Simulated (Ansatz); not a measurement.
What does this script print? It uses the Python package of Ansatz (0.2.0).

`h6ossi2.xyz`
```text
10

O    -1.99850    0.50240   -0.68450
Si   -0.93690    0.68230    0.53000
Si    0.67830   -0.95710    0.38330
S     1.72960   -0.86960   -1.54100
H    -1.71400    0.66780   -1.61830
H    -1.64100    0.63600    1.83270
H    -0.27040    2.02220    0.40230
H     0.16770   -2.29870    0.56470
H     1.77050   -0.72050    1.46330
H     2.29790    0.28400   -1.32950
```

The script, `h6ossi2.py`:
```python
"""Cost of removing each kind of hydrogen from H6OSSi2, fragments frozen."""

import ansatz as az


def total_energy(molecule, charge=0, unpaired=0):
    calc = molecule.calculation().basis(gaussian="cc-pVDZ").functional("r2SCAN")
    if charge:
        calc = calc.charge(charge)
    if unpaired:
        calc = calc.spin("collinear", total=unpaired)
    return calc.run().report["free_energy_ev"]

def without(molecule, index):
    rest = az.Crystal.molecule()
    for i, site in enumerate(molecule.cartesian_sites):
        if i != index:
            rest = rest.atom(site.symbol, site.position_ang)
    return rest

geometry = az.Crystal.molecule_from_extxyz("h6ossi2.xyz")

whole = total_energy(geometry, 0)
hydrogen = total_energy(az.Crystal.molecule().atom("H", (0, 0, 0)), 0, 1)
print(f"E(molecule) = {whole:.5f} eV, E(H) = {hydrogen:.5f} eV")
for index in [4, 6, 8]:
    radical = total_energy(without(geometry, index), 0, 1)
    print(f"H{index}: homolysis {(radical + hydrogen - whole):.3f} eV")
```

Running `python h6ossi2.py` prints:
```text
E(molecule) = -28733.40855 eV, E(H) = -13.58415 eV
H4: homolysis 4.843 eV
H6: homolysis 3.799 eV
H8: homolysis 3.626 eV
```

Notes:
- Total energies depend on the basis set; only differences at equal settings carry meaning.
- The geometry is a force-field or estimated start, not a minimum of this method, and the basis set is short of its limit. All parts are taken at fixed geometry, without zero-point energy.
- Run time: 75 s on 1 thread of Arm Neoverse V1, on a shared host, peak memory 0.34 GiB.
